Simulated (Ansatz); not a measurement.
# F5HOW: a ladder of functionals and wavefunction methods

An exercise on one series of results from a longer session: the logs are not shown, and one member is left open.

Program: Ansatz 0.2.0, Gaussian basis. Level of theory: functionals in def2-TZVPP, the program's frozen cores in correlated methods. These are calculated values, not measurements.

The runs, in order: LDA (SPW92), PBE-D4, revPBE-D4, BLYP-D4, r2SCAN-D4, B97M-V, PBE0-D4, B3LYP-D4, r2SCANh-D4, r2SCAN0-D4, HSE06-D4, BHLYP-D4, CAM-B3LYP-D4, LC-ωPBE, ωB97X-V, ωB97M-V, B2PLYP, PBE-QIDH; CCSD(T)/def2-SVP; CCSD(T)/def2-TZVPP; MP2/def2-QZVPP; extrapolation to the limit; RPA on PBE.

**The relaxed structure**

All runs share one geometry, relaxed beforehand with PBE0-D4 in a triple-zeta def2 set. W takes the def2 core potential; no spin-orbit term is included.

SMILES `[OH][W]([F])([F])([F])([F])[F]`, 8 atoms, charge 0, spin multiplicity 1.

Atoms are counted from 1 here; the program's logs count them from 0.

Bond lengths: O1–W2 1.819 Å, O1–H8 0.956 Å, W2–F3 1.846 Å, W2–F4 1.846 Å, W2–F5 1.842 Å, W2–F6 1.846 Å, W2–F7 1.846 Å. Angles: W2–O1–H8 179.8°, O1–W2–F3 92.2°, O1–W2–F4 92.1°, O1–W2–F5 180.0°, O1–W2–F6 92.1°, O1–W2–F7 92.1°, F3–W2–F4 175.7°, F3–W2–F5 87.9°, F3–W2–F6 89.9°, F3–W2–F7 89.9°, F4–W2–F5 87.8°, F4–W2–F6 89.9°, F4–W2–F7 89.9°, F5–W2–F6 87.9°, F5–W2–F7 87.9°, F6–W2–F7 175.7°.

Set-up of the first run:

File in.yaml:

```yaml
crystal:
  periodic: [false, false, false]
  atoms:
    - {symbol: O, position_ang: [-0.656192, -1.281610, 0.451990]}
    - {symbol: W, position_ang: [0.134840, 0.262797, -0.092168]}
    - {symbol: F, position_ang: [1.418210, 0.152853, 1.229575]}
    - {symbol: F, position_ang: [-1.088745, 0.489835, -1.455145]}
    - {symbol: F, position_ang: [0.935613, 1.827146, -0.644265]}
    - {symbol: F, position_ang: [-0.924722, 1.280211, 1.025178]}
    - {symbol: F, position_ang: [1.254377, -0.637990, -1.250423]}
    - {symbol: H, position_ang: [-1.073392, -2.093253, 0.735258]}
basis:
  gaussian: {orbitals: def2-TZVPP}
hamiltonian: {xc: lda}
output: {orbitals: {seedname: orbitals}}
```

Launch:

```console
ansatz run in.yaml --threads 2 --pin off --events-out ev --progress --plain --max-ram 22528MiB --backend cpu
```

Steps of the session up to this table: LDA; PBE-D4 (GGA); revPBE-D4 (GGA); BLYP-D4 (GGA); r2SCAN-D4 (meta-GGA); B97M-V (meta-GGA); B3LYP-D4 (hybrid); r2SCANh-D4 (hybrid); r2SCAN0-D4 (hybrid); HSE06-D4 (hybrid); BHLYP-D4 (hybrid); CAM-B3LYP-D4 (range-separated); LC-ωPBE (range-separated); ωB97X-V (range-separated); ωB97M-V (range-separated); B2PLYP (double hybrid); PBE-QIDH (double hybrid).

One table of the session follows, with a row left open; its other results are not shown here.

It belongs to the step «Orbital energies across the functionals». 

```
  functional  HOMO (eV)  LUMO (eV)  gap (eV)
 LDA (SPW92)      -9.76      -4.63      5.12
      PBE-D4      -9.49      -4.37      5.12
   revPBE-D4      -9.39      -4.26      5.13
     BLYP-D4      -9.42      -4.32      5.10
   r2SCAN-D4      -9.99      -4.43      5.56
      B97M-V     -10.09      -4.42      5.67
     PBE0-D4          ?          ?         ?
    B3LYP-D4     -11.15      -4.04      7.11
  r2SCANh-D4     -10.71      -4.19      6.52
  r2SCAN0-D4     -11.79      -3.82      7.98
    HSE06-D4     -11.03      -4.17      6.86
    BHLYP-D4     -13.32      -3.06     10.26
CAM-B3LYP-D4     -12.98      -2.71     10.26
     LC-ωPBE     -14.27      -1.41     12.86
     ωB97X-V     -13.94      -1.52     12.42
     ωB97M-V     -13.89      -1.55     12.34
```

Estimate the missing values for PBE0-D4.

**Answer.** HOMO (eV): -11.44; LUMO (eV): -3.79; gap (eV): 7.65. In the column «HOMO (eV)» it lies between r2SCAN0-D4 (-11.79) and B3LYP-D4 (-11.15).
